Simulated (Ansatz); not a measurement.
# GaH₃O with the probe Li+: a probe moved round a molecule

A grid of calculations on GaH₃O (SMILES [OH][GaH2]) with the probe Li+, to see where the energy is lowest and how it rises around there.

The runs use Ansatz 0.2.0; RKS PBE0-D4/def2-TZVP.

### 1 Where the work starts

5 atoms, charge 0, spin multiplicity 1.

Atoms are counted from 1 here; the program's logs count them from 0.

Bond lengths: O1–Ga2 1.806 Å, O1–H3 0.975 Å, Ga2–H4 1.579 Å, Ga2–H5 1.569 Å. Angles: Ga2–O1–H3 112.8°, O1–Ga2–H4 118.3°, O1–Ga2–H5 112.2°, H4–Ga2–H5 129.5°.

Coordinates:

```xyz
5
charge 0, multiplicity 1
O     0.82042   -0.72031    0.70072
Ga   -0.16216    0.44496   -0.26777
H     0.40284   -1.59830    0.77135
H    -1.53321   -0.05244   -0.87311
H     0.52201    1.85250   -0.37259
```

This geometry comes from a loose relaxation at PBE in a small basis, which is not shown.

### 2 Relaxing the molecule

File input.yaml:

```yaml
crystal:
  periodic: [false, false, false]
  atoms:
    - { symbol: O, position_ang: [0.82042, -0.720312, 0.700722] }
    - { symbol: Ga, position_ang: [-0.162164, 0.444959, -0.26777] }
    - { symbol: H, position_ang: [0.402844, -1.598298, 0.77135] }
    - { symbol: H, position_ang: [-1.533213, -0.052445, -0.873114] }
    - { symbol: H, position_ang: [0.522013, 1.852496, -0.372588] }
basis:
  gaussian: { orbitals: def2-TZVP }
hamiltonian:
  xc: pbe0
  dispersion: d4
output:
  forces: true
relax:
  f_tol: 0.003
  max_steps: 120
```

Launch:

```bash
$ ansatz run input.yaml --threads 1 --pin off --max-ram 2560MiB --backend cpu --events-out ev --progress --plain --runs-dir out
```

The log of the run, shortened:

```text
Warning: RAYON_NUM_THREADS=1 ignored (pool sized by the plan → 1); use --threads N
[...]
Functional definition: PBE0
[...]
696 factors; their error is unknown
[...]
mean field -54465.98229619 eV, -2001.5879310161 hartree, gradient 4.0e-5 eV, S^2 0.000000; 0 other end points of the search recorded, 0 dependent functions left out
[...]
reference -54465.98232273 eV, -2001.5879319915 hartree; 21, 21 occupied and 76, 76 virtual orbitals, 696 factors
relax step   1: F+E_penalty+E_count = -54466.02797216 eV  Δ(F+E_penalty+E_count) = +0.000e0 eV  max|allowed force component| = 6.717e-1 eV/Å  Δτ_max = 0.0000 Å  (24 SCF iters, accepted)
[...]
relax step   5: F+E_penalty+E_count = -54466.04172307 eV  Δ(F+E_penalty+E_count) = -8.770e-5 eV  max|allowed force component| = 7.591e-3 eV/Å  Δτ_max = 0.0041 Å  (29 SCF iters, accepted)
[...]
relax step   6: F+E_penalty+E_count = -54466.04173616 eV  Δ(F+E_penalty+E_count) = -1.309e-5 eV  max|allowed force component| = 3.910e-4 eV/Å  Δτ_max = 0.0025 Å  (30 SCF iters, accepted)
696 factors; their error is unknown
[...]
mean field -54465.99588202 eV, -2001.5884302864 hartree, gradient 4.6e-5 eV, S^2 0.000000; 1 other end points of the search recorded, 0 dependent functions left out
[...]
reference -54465.99590855 eV, -2001.5884312612 hartree; 21, 21 occupied and 76, 76 virtual orbitals, 696 factors
Total energy: -54466.04176268 eV, -2001.5901163695 hartree
Atom 0 at     0.803989    -0.725321     0.693103 Å, force     0.000035     0.000118    -0.000068 eV/Å
Atom 1 at    -0.152103     0.445334    -0.262060 Å, force     0.000173    -0.000194     0.000159 eV/Å
Atom 2 at     0.400178    -1.592136     0.767666 Å, force     0.000134    -0.000047     0.000134 eV/Å
Atom 3 at    -1.510394    -0.050505    -0.860849 Å, force    -0.000391     0.000108    -0.000267 eV/Å
Atom 4 at     0.508229     1.849028    -0.379260 Å, force     0.000050     0.000015     0.000042 eV/Å
Dipole moment:    -0.270555    -0.090609    -0.122154 e Å
```

It took 8.2 s on 1 thread of Intel Xeon 6975P-C (Granite Rapids), shared host; peak memory 0.17 GiB.

Along the way:

| step | energy from step 1 (eV) | largest force component (eV/Å) |
| --- | --- | --- |
| 1 | 0.0000 | 0.6717 |
| 2 | -0.0122 | 0.2178 |
| 3 | -0.0136 | 0.0250 |
| 4 | -0.0137 | 0.0327 |
| 5 | -0.0138 | 0.0076 |
| 6 | -0.0138 | 0.0004 |

Close pairs (by a distance rule), those that changed most:

| bond | before (Å) | after (Å) | change (Å) |
| --- | --- | --- | --- |
| O1–Ga2 | 1.806 | 1.788 | -0.018 |
| O1–H3 | 0.975 | 0.959 | -0.016 |
| Ga2–H4 | 1.579 | 1.565 | -0.014 |
| Ga2–H5 | 1.569 | 1.556 | -0.013 |

### 3 Reference: Li+ by itself, as typed

File input.yaml:

```yaml
crystal:
  periodic: [false, false, false]
  atoms:
    - { symbol: Li, position_ang: [0.0, 0.0, 0.0] }
total_charge: 1
basis:
  gaussian: { orbitals: def2-TZVP }
hamiltonian:
  xc: pbe0
```

Launch:

```bash
$ ansatz run input.yaml --threads 1 --pin off --max-ram 2560MiB --backend cpu --events-out ev --progress --plain --runs-dir out
```

The log of the run:

```text
Warning: RAYON_NUM_THREADS=1 ignored (pool sized by the plan → 1); use --threads N
Engine: ansatz 0.2.0, x86_64-unknown-linux-gnu
Functional definition: PBE0
  parameter a = 0.25
  parameter kappa = 0.804
  parameter beta = 0.06672455060314922
  exchange = (1 - a)*pbe_x(kappa = kappa, mu = beta*pi^2/3) + a*exact_x
  correlation = pbe_c(beta = beta)
122 factors; their error is unknown
mean field evaluation 1: about -197.6199 eV, gradient 3.2e-1 eV
mean field evaluation 2: about -197.6200 eV, gradient 2.4e-2 eV
mean field evaluation 4: about -197.6198 eV, gradient 2.1e-3 eV
mean field evaluation 8: about -197.6198 eV, gradient 9.2e-6 eV
mean field -197.61984855 eV, -7.2623954826 hartree, gradient 9.2e-6 eV, S^2 0.000000; 0 other end points of the search recorded, 0 dependent functions left out
reference -197.61985320 eV, -7.2623956535 hartree; 1, 1 occupied and 13, 13 virtual orbitals, 122 factors
Total energy: -197.61985320 eV, -7.2623956535 hartree
```

Wall time 0.08 s (1 thread of Intel Xeon 6975P-C (Granite Rapids), shared host); peak memory 0.08 GiB.

### 4 Plan of the scan

The probe is moved over the molecule's main plane (x and y are the axes of that plane, centred on the molecule).

The axes are (1) x of the probe's Li atom: 19 values from −5.04 Å; (2) y of the probe's Li atom: 19 values from −5.04 Å.

Nothing else is relaxed (molecule and probe rigid). Energies count from molecule and probe far apart, each relaxed in its own basis (no counterpoise correction). Points are written as (first, second).

The probe Li+ moves over a plane: the molecule's main plane. The molecule is turned into the frame of its main axes, as the inputs below show.

Of the runs on the grid, 3 are shown in the steps below; the others differ only in the two coordinates.

### 5 Point (−1.68 Å, 2.24 Å)

File input.yaml:

```yaml
crystal:
  periodic: [false, false, false]
  atoms:
    - { symbol: O, position_ang: [-1.114644, 0.620411, -2.3e-05] }
    - { symbol: Ga, position_ang: [0.548695, -0.035471, -5.0e-06] }
    - { symbol: H, position_ang: [-1.800008, -0.05061, 2.1e-05] }
    - { symbol: H, position_ang: [0.710511, -1.592126, -3.0e-06] }
    - { symbol: H, position_ang: [1.655446, 1.057796, 1.0e-05] }
    - { symbol: Li, position_ang: [-1.68, 2.24, 0.0] }
total_charge: 1
basis:
  gaussian: { orbitals: def2-TZVP }
hamiltonian:
  xc: pbe0
  dispersion: d4
output:
  forces: true
```

Launch:

```bash
$ ansatz run input.yaml --threads 1 --pin off --max-ram 2560MiB --backend cpu --events-out ev --progress --plain --runs-dir out
```

The log of the run, shortened:

```text
Warning: RAYON_NUM_THREADS=1 ignored (pool sized by the plan → 1); use --threads N
[...]
Functional definition: PBE0
[...]
825 factors; their error is unknown
[...]
mean field -54665.38759150 eV, -2008.9159404573 hartree, gradient 5.7e-5 eV, S^2 0.000000; 0 other end points of the search recorded, 0 dependent functions left out
[...]
reference -54665.38762803 eV, -2008.9159417996 hartree; 22, 22 occupied and 89, 89 virtual orbitals, 825 factors
Total energy: -54665.44605723 eV, -2008.9180890330 hartree
Atom 0 at    -1.114644     0.620411    -0.000023 Å, force    -1.201165     0.253806     0.000052 eV/Å
Atom 1 at     0.548695    -0.035471    -0.000005 Å, force     1.984938    -1.122206     0.000009 eV/Å
Atom 2 at    -1.800008    -0.050610     0.000021 Å, force    -0.041172    -0.296597    -0.000040 eV/Å
Atom 3 at     0.710511    -1.592126    -0.000003 Å, force    -0.266121     0.261520     0.000002 eV/Å
Atom 4 at     1.655446     1.057796     0.000010 Å, force    -0.285342     0.172985    -0.000013 eV/Å
Atom 5 at    -1.680000     2.240000     0.000000 Å, force    -0.191137     0.730492    -0.000010 eV/Å
Dipole moment:    -1.350499     1.283874     0.000023 e Å
```

Wall time 1.6 s (1 thread of Intel Xeon 6975P-C (Granite Rapids), shared host); peak memory 0.2 GiB.

Energy on the map's scale: −41.2 kcal/mol.

### 6 The run at (2.24 Å, −2.80 Å)

Changes to input.yaml since step 5:

```diff
@@ -8,3 +8,3 @@
     - { symbol: H, position_ang: [1.655446, 1.057796, 1.0e-05] }
-    - { symbol: Li, position_ang: [-1.68, 2.24, 0.0] }
+    - { symbol: Li, position_ang: [2.24, -2.8, 0.0] }
 total_charge: 1
```

Launch:

```bash
$ ansatz run input.yaml --threads 1 --pin off --max-ram 2560MiB --backend cpu --events-out ev --progress --plain --runs-dir out
```

The log of the run, shortened:

```text
Warning: RAYON_NUM_THREADS=1 ignored (pool sized by the plan → 1); use --threads N
[...]
Functional definition: PBE0
[...]
825 factors; their error is unknown
[...]
mean field -54664.15229325 eV, -2008.8705440836 hartree, gradient 4.4e-5 eV, S^2 0.000000; 0 other end points of the search recorded, 0 dependent functions left out
[...]
reference -54664.15232514 eV, -2008.8705452557 hartree; 22, 22 occupied and 89, 89 virtual orbitals, 825 factors
Total energy: -54664.21018624 eV, -2008.8726716120 hartree
Atom 0 at    -1.114644     0.620411    -0.000023 Å, force     0.801519    -0.647360     0.000042 eV/Å
Atom 1 at     0.548695    -0.035471    -0.000005 Å, force    -0.807027     1.714393    -0.000003 eV/Å
Atom 2 at    -1.800008    -0.050610     0.000021 Å, force    -0.260031     0.026697    -0.000028 eV/Å
Atom 3 at     0.710511    -1.592126    -0.000003 Å, force     0.382714    -0.828147     0.000005 eV/Å
Atom 4 at     1.655446     1.057796     0.000010 Å, force     0.100337    -0.366109    -0.000015 eV/Å
Atom 5 at     2.240000    -2.800000     0.000000 Å, force    -0.217512     0.100527    -0.000001 eV/Å
Dipole moment:     1.646766    -2.500953     0.000022 e Å
```

Wall time 1.6 s (1 thread of Intel Xeon 6975P-C (Granite Rapids), shared host); peak memory 0.19 GiB.

That is −12.7 kcal/mol from the zero.

### 7 Point (3.92 Å, 0.56 Å)

Changes to input.yaml since step 6:

```diff
@@ -8,3 +8,3 @@
     - { symbol: H, position_ang: [1.655446, 1.057796, 1.0e-05] }
-    - { symbol: Li, position_ang: [2.24, -2.8, 0.0] }
+    - { symbol: Li, position_ang: [3.92, 0.56, 0.0] }
 total_charge: 1
```

Launch:

```bash
$ ansatz run input.yaml --threads 1 --pin off --max-ram 2560MiB --backend cpu --events-out ev --progress --plain --runs-dir out
```

The log of the run, shortened:

```text
Warning: RAYON_NUM_THREADS=1 ignored (pool sized by the plan → 1); use --threads N
[...]
Functional definition: PBE0
[...]
825 factors; their error is unknown
[...]
mean field -54664.01092630 eV, -2008.8653489443 hartree, gradient 2.4e-5 eV, S^2 0.000000; 0 other end points of the search recorded, 0 dependent functions left out
[...]
reference -54664.01096325 eV, -2008.8653503021 hartree; 22, 22 occupied and 89, 89 virtual orbitals, 825 factors
Total energy: -54664.11566284 eV, -2008.8691979411 hartree
Atom 0 at    -1.114644     0.620411    -0.000023 Å, force     0.897981     0.105236     0.000035 eV/Å
Atom 1 at     0.548695    -0.035471    -0.000005 Å, force    -1.564184    -0.545465    -0.000002 eV/Å
Atom 2 at    -1.800008    -0.050610     0.000021 Å, force    -0.075282    -0.094266    -0.000025 eV/Å
Atom 3 at     0.710511    -1.592126    -0.000003 Å, force     0.303741     0.169711     0.000005 eV/Å
Atom 4 at     1.655446     1.057796     0.000010 Å, force     0.794004     0.234223    -0.000015 eV/Å
Atom 5 at     3.920000     0.560000     0.000000 Å, force    -0.356259     0.130560     0.000002 eV/Å
Dipole moment:     3.035121     0.035411     0.000020 e Å
```

It took 1.6 s on 1 thread of Intel Xeon 6975P-C (Granite Rapids), shared host; peak memory 0.2 GiB.

That is −10.5 kcal/mol from the zero.

### 8 All points together

292 points were computed, and 69 have no value (skipped by design, atoms too close, or no result). Energies in kcal/mol, from molecule and probe far apart, each relaxed in its own basis (no counterpoise correction); the table lists every other line.

```csv
"y of the probe's Li atom (Å) ↓, x of the probe's Li atom (Å) →",−5.04,−3.92,−2.80,−1.68,−0.56,0.56,1.68,2.80,3.92,5.04
5.04,−3.3,−4.9,−6.6,−7.8,−7.8,−6.8,−5.6,−4.2,−2.8,−1.8
3.92,−4.2,−7.4,−12.0,−15.7,−15.3,−12.9,−10.9,−7.9,−4.6,−2.4
2.80,−5.0,−10.9,−23.0,−34.5,−31.1,−21.8,−17.9,−15.6,−8.1,−3.3
1.68,−4.5,−12.2,−30.7,–,–,–,–,−2.1,−11.5,−4.0
0.56,−2.1,−6.0,–,–,–,–,–,–,−10.5,−3.5
−0.56,0.7,1.8,–,–,–,–,–,−5.5,−6.5,−2.1
−1.68,2.1,3.5,7.0,4.3,–,–,–,−9.8,−4.2,−1.1
−2.80,2.1,2.9,2.4,−2.9,−10.5,–,−11.4,−9.5,−2.9,−0.6
−3.92,1.8,2.1,1.5,−1.2,−6.5,−10.6,−9.1,−4.5,−1.4,−0.1
−5.04,1.5,1.6,1.3,0.3,−1.4,−2.7,−2.5,−1.3,−0.3,0.2
```

On the same grid, charge on the probe (e):

```csv
"y of the probe's Li atom (Å) ↓, x of the probe's Li atom (Å) →",−5.04,−3.92,−2.80,−1.68,−0.56,0.56,1.68,2.80,3.92,5.04
5.04,0.999,0.997,0.995,0.993,0.993,0.993,0.992,0.994,0.997,0.999
3.92,0.997,0.990,0.978,0.970,0.970,0.966,0.962,0.972,0.987,0.996
2.80,0.993,0.973,0.946,0.935,0.935,0.927,0.926,0.937,0.965,0.990
1.68,0.988,0.957,0.918,–,–,–,–,0.950,0.946,0.983
0.56,0.989,0.955,–,–,–,–,–,–,0.950,0.983
−0.56,0.994,0.976,–,–,–,–,–,1.008,0.970,0.990
−1.68,0.997,0.989,0.965,0.904,–,–,–,0.965,0.976,0.995
−2.80,0.999,0.995,0.981,0.943,0.916,–,0.937,0.945,0.980,0.996
−3.92,1.000,0.998,0.993,0.974,0.947,0.938,0.945,0.968,0.990,0.998
−5.04,1.000,1.000,0.998,0.993,0.984,0.979,0.982,0.990,0.997,0.999
```

### 9 Summary of results

```
                                            quantity                                                                                 value
                                        lowest point                             (−1.68 Å, 2.24 Å) [nearest 1 O at 1.72 Å], −41.2 kcal/mol
highest computed point (blank points may lie higher)                                    (−2.80 Å, −1.12 Å), 56.3 kcal/mol above the lowest
                             charge on the probe (e)  0.873 at (−1.12 Å, −1.68 Å) to 1.015 at (2.24 Å, −1.12 Å); 0.913 at the lowest point
                             time for the whole task                                                      8.1 min on 1 thread, shared host
```

In words: The lowest computed point is at (−1.68 Å, 2.24 Å) [nearest 1 O at 1.72 Å], −41.2 kcal/mol from molecule and probe far apart, each relaxed in its own basis (no counterpoise correction). The grid is coarse, so the lowest point of the scanned range may lie between grid points; coordinates that were held can hide deeper minima. The highest computed point, (−2.80 Å, −1.12 Å) [nearest 1 H at 1.46 Å], lies 56.3 kcal/mol above the lowest. Between some neighbouring points the energy changes steeply, from close contacts of the rigid frames or a change of state; the map doesn't tell which. No counterpoise correction was made, so wells between separate parts tend to come out somewhat too deep.
